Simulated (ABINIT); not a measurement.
# AlSn (P-6m2) in ABINIT: single point with PBE

Aim: the single point of AlSn with PBE.

All numbers are computed with ABINIT 10.8.3 (patched build); they aren't measurements. Logs are shortened: lines on timing, memory, paths and dates and some standing lists are left out, and cuts for length are marked. The log counts tension as positive stress, the text compression.

### 1 Starting point

The structure is hexagonal, space group P-6m2 (No. 187). Conventional cell: a = 4.198 Å, b = 4.198 Å, c = 3.307 Å, α = 90.00°, β = 90.00°, γ = 120.00°. Sn (site symmetry -6m2) has 6 Al at 2.93 Å and 2 Sn at 3.31 Å as nearest neighbours. Around Al (site symmetry -6m2) lie 6 Sn at 2.93 Å and 2 Al at 3.31 Å.

The cell comes from a database or a generator and needn't be the stable form of this composition.

### 2 Single point, PBE

File run.abi:

```
# Pseudopotentials
pp_dirpath "./"
pseudos "Sn.GGA_PBE-JTH.xml, Al.GGA_PBE-JTH.xml"

# Structure
acell 3*1.0 Angstrom
rprim
     4.1981056157     0.0000000000     0.0000000000
    -2.0990528078     3.6356661109     0.0000000000
     0.0000000000     0.0000000000     3.3068470000
ntypat 2
znucl 50 13
natom 2
typat 1 2
xred
     0.3333333333     0.6666666667     0.5000000000
     0.0000000000     0.0000000000     0.0000000000

# Plane-wave basis
ecut 16.0
pawecutdg 32.0
pawxcdev 0

# k points
kptopt 1
ngkpt 5 5 6
nshiftk 1
shiftk 0.0 0.0 0.0

# Exchange and correlation
ixc 11

# Bands and occupations
nband 13
occopt 3
tsmear 0.00183747

# SCF cycle
nstep 100
tolvrs 1.0e-9

# Output
iomode 3
prtwf 0
prtden 0
prteig 0
prtebands 0
enunit 2
prtvol 2
```

Potentials or basis: JTH PAW PBE v2.0.

Launch:

```console
$ abinit run.abi > log 2>&1
```

run.abo:

```text
.Version 10.8.3 of ABINIT
 Symmetries : space group P-6 m 2 (#187); Bravais hP (primitive hexag.)
================================================================================
 Values of the parameters that define the memory need of the present run
     intxc =       0    ionmov =       0      iscf =      17    lmnmax =      18
     lnmax =       6     mgfft =      30  mpssoang =       3    mqgrid =    3001
     natom =       2  nloc_mem =       2    nspden =       1   nspinor =       1
    nsppol =       1      nsym =      12    n1xccc =       1    ntypat =       2
    occopt =       3   xclevel =       2
       mpw =        1056          nfft =       21600          nkpt =          20
 PAW method is used; the additional fine FFT grid is defined by:
   mgfftf=        45    nfftf =     64800
================================================================================
================================================================================

--------------------------------------------------------------------------------
------------- Echo of variables that govern the present computation ------------
--------------------------------------------------------------------------------
 -outvars: echo values of preprocessed input variables --------
            acell      1.8897261259E+00  1.8897261259E+00  1.8897261259E+00 Bohr
              amu      1.18710000E+02  2.69815390E+01
             ecut      1.60000000E+01 Hartree
           enunit           2
              ixc          11
         kptrlatt        5    0    0      0    5    0      0    0    6
          kptrlen      3.74942110E+01
            natom           2
            nband          13
            ngfft          30      30      24
          ngfftdg          45      45      32
             nkpt          20
            nstep         100
             nsym          12
           ntypat           2
           occopt           3
        pawecutdg      3.20000000E+01 Hartree
         pawxcdev           0
           prtden           0
        prtebands           0
           prteig           0
           prtvol           2
            prtwf           0
            rprim      4.1981056157E+00  0.0000000000E+00  0.0000000000E+00
                      -2.0990528078E+00  3.6356661109E+00  0.0000000000E+00
                       0.0000000000E+00  0.0000000000E+00  3.3068470000E+00
          spgroup         187
           tolvrs      1.00000000E-09
           tsmear      1.83747000E-03 Hartree
            typat      1  2
           useylm           1
           xangst     -1.7657302873E-10  2.4237774074E+00  1.6534235000E+00
                      -2.0990553119E-10  1.2118874584E-10  0.0000000000E+00
            xcart     -3.3367466552E-10  4.5802754901E+00  3.1245175851E+00
                      -3.9666396627E-10  2.2901353919E-10  0.0000000000E+00
             xred      3.3333333330E-01  6.6666666670E-01  5.0000000000E-01
                      -3.3333410106E-11  3.3333299084E-11  0.0000000000E+00
            znucl       50.00000   13.00000

================================================================================

 chkinp: Checking input parameters for consistency.

================================================================================
== DATASET  1 ==================================================================

--- !DatasetInfo
iteration_state: {dtset: 1, }
dimensions: {natom: 2, nkpt: 20, mband: 13, nsppol: 1, nspinor: 1, nspden: 1, mpw: 1056, }
cutoff_energies: {ecut:  16.0, pawecutdg:  32.0, }
electrons: {nelect:   1.70000000E+01, charge:   0.00000000E+00, occopt:   3.00000000E+00, tsmear:   1.83747000E-03, }
meta: {optdriver: 0, ionmov: 0, optcell: 0, iscf: 17, paral_kgb: 0, }
...

 Exchange-correlation functional for the present dataset will be:
  GGA: Perdew-Burke-Ernzerhof functional - ixc=11
  J.P.Perdew, K.Burke, M.Ernzerhof, PRL 77, 3865 (1996)

 Real(R)+Recip(G) space primitive vectors, cartesian coordinates (Bohr,Bohr^-1):
 R(1)=  7.9332699  0.0000000  0.0000000  G(1)=  0.1260514  0.0727758  0.0000000
 R(2)= -3.9666349  6.8704132  0.0000000  G(2)=  0.0000000  0.1455517  0.0000000
 R(3)=  0.0000000  0.0000000  6.2490352  G(3)=  0.0000000  0.0000000  0.1600247
 Unit cell volume ucvol=  3.4060268E+02 bohr^3
 Angles (23,13,12)=  9.00000000E+01  9.00000000E+01  1.20000000E+02 degrees

 Coarse grid specifications (used for wave-functions):

 getcut: wavevector=  0.0000  0.0000  0.0000  ngfft=  30  30  24
         ecut(hartree)=     16.000   => boxcut(ratio)=   2.10167

 Fine grid specifications (used for densities):

 getcut: wavevector=  0.0000  0.0000  0.0000  ngfft=  45  45  32
         ecut(hartree)=     32.000   => boxcut(ratio)=   2.01093

--- Pseudopotential description ------------------------------------------------
- pspini: atom type   1  psp file is ./Sn.GGA_PBE-JTH.xml
 Pseudopotential format is: paw10
 basis_size (lnmax)=  6 (lmn_size= 18), orbitals=   0   0   1   1   2   2
 Spheres core radius: rc_sph= 2.51086398
 Shapefunction is BESSEL type: shapef(r,l)=aa(1,l)*jl(q(1,l)*r)+aa(2,l)*jl(q(2,l)*r)
 Radius for shape functions =  1.40702157
 Compensation charge density is not taken into account in XC energy/potential
[... 143 lines left out ...]

 cartesian coordinates (angstrom) at end:
    1     -0.00000000017657     2.42377740738786     1.65342350000000
    2     -0.00000000020991     0.00000000012119     0.00000000000000

 cartesian forces (hartree/bohr) at end:
    1      0.00000000000000    -0.00000000000000    -0.00000000000000
    2     -0.00000000000000     0.00000000000000    -0.00000000000000
 frms,max,avg= 8.2030365E-28 1.4207062E-27   0.000E+00  0.000E+00  0.000E+00 h/b

 cartesian forces (eV/Angstrom) at end:
    1      0.00000000000000    -0.00000000000000    -0.00000000000000
    2     -0.00000000000000     0.00000000000000    -0.00000000000000
 frms,max,avg= 4.2181709E-26 7.3055652E-26   0.000E+00  0.000E+00  0.000E+00 e/A
 length scales=  1.889726125908  1.889726125908  1.889726125908 bohr
              =  1.000000000000  1.000000000000  1.000000000000 angstroms
 Fermi (or HOMO) energy (hartree) =   0.21592   Average Vxc (hartree)=  -0.34602
 Eigenvalues (hartree) for nkpt=  20  k points:
 kpt#   1, nband= 13, wtk=  0.00667, kpt=  0.0000  0.0000  0.0000 (reduced coord)
  -0.57057   -0.56544   -0.56544   -0.56537   -0.56537   -0.16911    0.20704    0.20704
   0.24049    0.31061    0.33043    0.33043    0.40630
      occupation numbers for kpt#   1
   2.00000    2.00000    2.00000    2.00000    2.00000    2.00000    1.98415    1.98415
   0.00000    0.00000    0.00000    0.00000    0.00000
 kpt#   2, nband= 13, wtk=  0.04000, kpt=  0.2000  0.0000  0.0000 (reduced coord)
  -0.57046   -0.56554   -0.56547   -0.56539   -0.56511   -0.15407    0.10063    0.17933
   0.27012    0.32575    0.37280    0.38772    0.42942
      occupation numbers for kpt#   2
   2.00000    2.00000    2.00000    2.00000    2.00000    2.00000    2.00000    2.00000
   0.00000    0.00000    0.00000    0.00000    0.00000
 kpt#   3, nband= 13, wtk=  0.04000, kpt=  0.4000  0.0000  0.0000 (reduced coord)
  -0.57030   -0.56567   -0.56552   -0.56545   -0.56472   -0.11477    0.00288    0.15164
   0.24143    0.36491    0.45920    0.47263    0.50014
      occupation numbers for kpt#   3
   2.00000    2.00000    2.00000    2.00000    2.00000    2.00000    2.00000    2.00000
[... 88 lines left out ...]
      occupation numbers for kpt#  18
   2.00000    2.00000    2.00000    2.00000    2.00000    2.00000    2.00000    2.00000
   2.00000    0.00000    0.00000    0.00000    0.00000
 kpt#  19, nband= 13, wtk=  0.04000, kpt=  0.2000  0.2000  0.5000 (reduced coord)
  -0.56816   -0.56796   -0.56503   -0.56465   -0.56364   -0.01682    0.03209    0.14863
   0.18103    0.23201    0.26556    0.43251    0.44292
      occupation numbers for kpt#  19
   2.00000    2.00000    2.00000    2.00000    2.00000    2.00000    2.00000    2.00000
   2.00000    0.00031    0.00000    0.00000    0.00000
 kpt#  20, nband= 13, wtk=  0.04000, kpt=  0.4000  0.2000  0.5000 (reduced coord)
  -0.56825   -0.56803   -0.56496   -0.56452   -0.56354    0.01172    0.07016    0.10283
   0.12675    0.20394    0.23980    0.44299    0.45205
      occupation numbers for kpt#  20
   2.00000    2.00000    2.00000    2.00000    2.00000    2.00000    2.00000    2.00000
   2.00000    1.99705    0.00000    0.00000    0.00000
 Fermi (or HOMO) energy (eV) =   5.87536   Average Vxc (eV)=  -9.41560
 Eigenvalues (   eV  ) for nkpt=  20  k points:
 kpt#   1, nband= 13, wtk=  0.00667, kpt=  0.0000  0.0000  0.0000 (reduced coord)
 -15.52597  -15.38646  -15.38646  -15.38452  -15.38452   -4.60172    5.63387    5.63387
   6.54408    8.45209    8.99138    8.99138   11.05608
 kpt#   2, nband= 13, wtk=  0.04000, kpt=  0.2000  0.0000  0.0000 (reduced coord)
 -15.52307  -15.38901  -15.38732  -15.38516  -15.37748   -4.19243    2.73837    4.87973
   7.35043    8.86406   10.14430   10.55028   11.68510
 kpt#   3, nband= 13, wtk=  0.04000, kpt=  0.4000  0.0000  0.0000 (reduced coord)
 -15.51867  -15.39261  -15.38863  -15.38668  -15.36675   -3.12302    0.07832    4.12623
   6.56952    9.92964   12.49547   12.86100   13.60960
 kpt#   4, nband= 13, wtk=  0.04000, kpt=  0.2000  0.2000  0.0000 (reduced coord)
 -15.51928  -15.39132  -15.38874  -15.38382  -15.37127   -3.42734    0.92684    3.20523
   9.25332    9.55706    9.63420   12.28326   13.48654
 kpt#   5, nband= 13, wtk=  0.04000, kpt=  0.4000  0.2000  0.0000 (reduced coord)
 -15.51696  -15.39246  -15.38976  -15.38189  -15.36873   -2.55209   -0.41617    2.44488
   9.02574   10.57374   12.13559   12.74544   13.25201
 kpt#   6, nband= 13, wtk=  0.01333, kpt=  0.0000  0.0000  0.1667 (reduced coord)
 -15.48127  -15.40295  -15.40295  -15.38231  -15.38231   -4.21258    5.22591    6.04153
[... 28 lines left out ...]
 kpt#  16, nband= 13, wtk=  0.00667, kpt=  0.0000  0.0000  0.5000 (reduced coord)
 -15.45120  -15.45120  -15.37602  -15.37602  -15.34745   -1.56685   -0.37926    8.59039
   8.59039    9.42420    9.42420    9.63583    9.98745
 kpt#  17, nband= 13, wtk=  0.04000, kpt=  0.2000  0.0000  0.5000 (reduced coord)
 -15.45592  -15.45236  -15.37703  -15.37023  -15.34326   -1.17722    0.05416    5.82220
   6.70441    7.91144    8.87431   10.42187   10.57130
 kpt#  18, nband= 13, wtk=  0.04000, kpt=  0.4000  0.0000  0.5000 (reduced coord)
 -15.46279  -15.45381  -15.37865  -15.35972  -15.33555   -0.17963    1.20614    3.22076
   4.09904    7.16928    8.30747    9.66605    9.95135
 kpt#  19, nband= 13, wtk=  0.04000, kpt=  0.2000  0.2000  0.5000 (reduced coord)
 -15.46047  -15.45489  -15.37519  -15.36493  -15.33741   -0.45765    0.87314    4.04454
   4.92603    6.31337    7.22631   11.76929   12.05246
 kpt#  20, nband= 13, wtk=  0.04000, kpt=  0.4000  0.2000  0.5000 (reduced coord)
 -15.46276  -15.45676  -15.37346  -15.36149  -15.33459    0.31892    1.90922    2.79810
   3.44916    5.54940    6.52519   12.05450   12.30094
 Total charge density [el/Bohr^3]
)     Maximum=    4.4149E+00  at reduced coord.    0.3333    0.6667    0.5000
)Next maximum=    4.1401E+00  at reduced coord.    0.3333    0.6889    0.5000
)     Minimum=   -6.7345E-03  at reduced coord.    0.0000    0.0000    0.0000
)Next minimum=   -5.6199E-03  at reduced coord.    0.9778    0.0000    0.0000
   Integrated=    1.7000E+01

--- !EnergyTerms
iteration_state     : {dtset: 1, }
comment             : Components of total free energy in Hartree
kinetic             :  1.24769494514480E+01
hartree             :  2.93335710540456E+01
xc                  : -7.90157101552455E+00
Ewald energy        : -4.57657340845714E+01
psp_core            :  1.10150701254146E+00
local_psp           : -7.73659914639577E+01
PAW spherical_terms :  1.63211830944878E+01
internal            : -7.18000859515309E+01
'-kT*entropy'       : -3.26942552754557E-04
total_energy        : -7.18004128940836E+01
total_energy_eV     : -1.95378876788182E+03
...

--- !EnergyTermsDC
iteration_state     : {dtset: 1, }
comment             : '"Double-counting" decomposition of free energy'
band_energy         : -5.25032064971866E+00
Ewald energy        : -4.57657340845714E+01
psp_core            :  1.10150701254146E+00
xc_dc               : -3.16235049221623E+01
PAW spherical_terms :  9.73796215057332E+00
internal            : -7.18000904933375E+01
'-kT*entropy'       : -3.26942552754557E-04
total_energy_dc     : -7.18004174358903E+01
total_energy_dc_eV  : -1.95378889147068E+03
...

--- !EnergyTermsWithPAWCore
iteration_state     : {dtset: 1, }
comment             : 'Components of total free energy, including PAW core contributions'
Total energy        : -6.42014234188377E+03
Total energy DC     : -6.42014234642557E+03
Total energy (eV)   : -1.74700973019176E+05
Total energy DC (eV): -1.74700973142765E+05
...

 Cartesian components of stress tensor (hartree/bohr^3)
  sigma(1 1)=  6.12074512E-06  sigma(3 2)=  0.00000000E+00
  sigma(2 2)=  6.12074524E-06  sigma(3 1)=  0.00000000E+00
  sigma(3 3)=  2.72783633E-05  sigma(2 1)= -4.45606381E-14

-Cartesian components of stress tensor (GPa)         [Pressure= -3.8757E-01 GPa]
- sigma(1 1)=  1.80078539E-01  sigma(3 2)=  0.00000000E+00
- sigma(2 2)=  1.80078542E-01  sigma(3 1)=  0.00000000E+00
- sigma(3 3)=  8.02557157E-01  sigma(2 1)= -1.31101923E-09

== END DATASET(S) ==============================================================
================================================================================

 -outvars: echo values of variables after computation  --------
            acell      1.8897261259E+00  1.8897261259E+00  1.8897261259E+00 Bohr
           etotal     -7.1800417436E+01
            fcart      1.6970588863E-29 -1.4207062371E-27 -0.0000000000E+00
                      -1.6970588863E-29  1.4207062371E-27 -0.0000000000E+00
            rprim      4.1981056157E+00  0.0000000000E+00  0.0000000000E+00
                      -2.0990528078E+00  3.6356661109E+00  0.0000000000E+00
                       0.0000000000E+00  0.0000000000E+00  3.3068470000E+00
           strten      6.1207451169E-06  6.1207452351E-06  2.7278363313E-05
                       0.0000000000E+00  0.0000000000E+00 -4.4560638069E-14
           xangst     -1.7657302873E-10  2.4237774074E+00  1.6534235000E+00
                      -2.0990553119E-10  1.2118874584E-10  0.0000000000E+00
             xred      3.3333333330E-01  6.6666666670E-01  5.0000000000E-01
                      -3.3333410106E-11  3.3333299084E-11  0.0000000000E+00
 Calculation completed.
```

It took 26 s on 1 thread of Intel Xeon at 2.50GHz (Skylake/Cascade Lake), shared host; peak memory 0.1 GiB.

Results:

- Free energy: -1953.7889 eV
- Band gap on the k mesh: none (metal or under the smearing width)
- Valence electrons inside the program's atomic spheres: Sn 11.96; Al 0.70

Caveat: the cutoff is too short for stress, so the log's stress isn't used.
